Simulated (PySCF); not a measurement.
# SiCl3 (SMILES Cl[Si](Cl)Cl): USVWN5/def2-SVP

Aim: the vertical ionisation energy of SiCl3 at USVWN5/def2-SVP, from 2 runs. 

The calculation is run with PySCF 2.14.0.

## (1) The structure to begin with

The species is SiCl3 (4 atoms), meant as a doublet with charge 0. SMILES: `Cl[Si](Cl)Cl`. Geometry: relaxed at PBE0-D4/def2-TZVP.

Bond lengths: Cl1–Si2 2.043 Å, Si2–Cl3 2.043 Å, Si2–Cl4 2.043 Å. Angles: Cl1–Si2–Cl3 109.4°, Cl1–Si2–Cl4 109.4°, Cl3–Si2–Cl4 109.5°.

## (2) The energy at USVWN5/def2-SVP

start.xyz reads:

```xyz
4

Cl    -1.524800    -0.591600     1.030100
Si     0.116100     0.389400     0.310600
Cl     1.694700    -0.903800     0.219000
Cl    -0.286000     1.105900    -1.559700
```

calc.py reads:

```python
from pyscf import gto, dft

molecule = gto.M(
    atom='start.xyz',
    basis='def2-svp',
    verbose=3,
    max_memory=1860,
    spin=1,
)

ks = dft.UKS(molecule)
ks.xc = 'svwn'
ks.grids.level = 4
ks.conv_tol = 1e-10
ks.kernel()
if not ks.converged:
    ks = ks.newton().run(ks.mo_coeff, ks.mo_occ)

energy = ks.e_tot
print('Final energy', energy)
```

The run is started by

```sh
$ OMP_NUM_THREADS=1 python calc.py
```

Log:

```text
converged SCF energy = -1664.07256705681  <S^2> = 0.75093606  2S+1 = 2.0009358
Final energy -1664.0725670568143
```

Run time: 5.7 s. Hardware: 1 thread of Arm Neoverse V2, shared host; peak memory 0.24 GiB.

## (3) The singlet cation at the same level

input.xyz reads:

```xyz
4

Cl    -1.524800    -0.591600     1.030100
Si     0.116100     0.389400     0.310600
Cl     1.694700    -0.903800     0.219000
Cl    -0.286000     1.105900    -1.559700
```

calc.py reads:

```python
from pyscf import gto, dft

system = gto.M(
    atom='input.xyz',
    verbose=3,
    charge=1,
    max_memory=1860,
    basis='def2-svp',
    spin=0,
)

calc0 = dft.RKS(system)
calc0.xc = 'svwn'
calc0.grids.level = 4
calc0.conv_tol = 1e-10
calc0.kernel()
if not calc0.converged:
    calc0 = calc0.newton().run(calc0.mo_coeff, calc0.mo_occ)

e_tot = calc0.e_tot
print(f'total energy: {e_tot:.8f} hartree')
```

The run is started by

```sh
$ OMP_NUM_THREADS=1 python calc.py
```

Log:

```text
converged SCF energy = -1663.74720274061
total energy: -1663.74720274 hartree
```

Run time: 3.9 s. Hardware: 1 thread of Arm Neoverse V2, shared host; peak memory 0.24 GiB.

## (4) Summary of results

At USVWN5/def2-SVP:

```
                                          quantity           value
                       doublet SiCl3: total energy  -1664.07257 Eh
                      doublet SiCl3: dipole moment          0.39 D
 doublet SiCl3: HOMO energy (highest over α and β)        -5.62 eV
  doublet SiCl3: LUMO energy (lowest over α and β)        -4.52 eV
                               doublet SiCl3: ⟨S²⟩           0.751
                      singlet cation: total energy  -1663.74720 Eh
                       singlet cation: HOMO energy       -13.86 eV
                       singlet cation: LUMO energy       -11.99 eV
                     singlet cation: HOMO–LUMO gap         1.87 eV
vertical ionisation energy (to the singlet cation)        8.854 eV
```

**Reading.** The vertical ionisation energy comes to 8.85 eV (854 kJ/mol). Only the singlet of the ionised species was computed; a triplet could lie lower. Mulliken charges (doublet SiCl3) run from -0.14 on Cl1 to +0.41 on Si2; they depend strongly on the basis. Mulliken charges (singlet cation) run from +0.10 on Cl1 to +0.71 on Si2; they depend strongly on the basis.
